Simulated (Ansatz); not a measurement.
What does this script print? It uses the Python package of Ansatz (0.2.0).

Script `dfpt_cu.py`:
```python
# -*- coding: utf-8 -*-
"""DFPT phonons of Cu."""

from pathlib import Path

import ansatz
from ase import Atoms
import numpy as np

atoms = Atoms(
    ["Cu", "Cu"],
    scaled_positions=[
        (1 / 3, 2 / 3, 0.25),
        (2 / 3, 1 / 3, 0.75),
    ],
    cell=[
        (2.534097, 0.0, 0.0),
        (-1.267048, 2.194592, 0.0),
        (0.0, 0.0, 4.112571),
    ],
    pbc=True,
)
structure = ansatz.Crystal.from_ase(atoms)

base = (
    structure.calculation()
    .functional("pbesol")
    .pseudopotentials("paw")
    .basis(38 * ansatz.Ry)
    .occupations("gaussian")
    .kpoints(14, 14, 8)  # the mesh must be finer for metals
    .phonons("dfpt", points=[(0, 0, 0), (0.5, 0, 0.5), (0.5, 0, 0)])
)
result = base.run(runs_dir="runs")
ph = result.phonons

for q in ph.qpoints:
    print("q =", np.round(q.q_frac, 3), "1/cm:", " ".join(f"{w:.1f}" for w in q.omega_inv_cm))
```

```console
$ python dfpt_cu.py
RunWarning: eigensolver did not converge (k=3): 1 band(s) unlocked after 20 sweeps at ethr=1.00e-12 eV (lowest unlocked band 22, counted from 0; max residual 6.76e-4 eV among the unlocked bands, [...]
q = [0. 0. 0.] 1/cm: -0.0 0.0 0.0 105.8 105.8 258.8
q = [0.5 0.  0.5] 1/cm: 142.5 142.5 153.4 153.4 249.9 249.9
q = [0.5 0.  0. ] 1/cm: 117.0 141.1 174.9 207.5 224.2 244.4
```
(Warnings from the package without file and line, shortened.)

The cell isn't relaxed first, so the values belong to this volume. This isn't the structure that Cu takes at ambient conditions. The structure is taken as given; imaginary modes can come from an unrelaxed or unstable start. Phonons of metals also depend on mesh and smearing. Run time: 2.6 min on 1 thread of Intel(R) Xeon(R) Processor @ 2.30GHz, with other jobs on the host, peak memory 1.3 GiB.
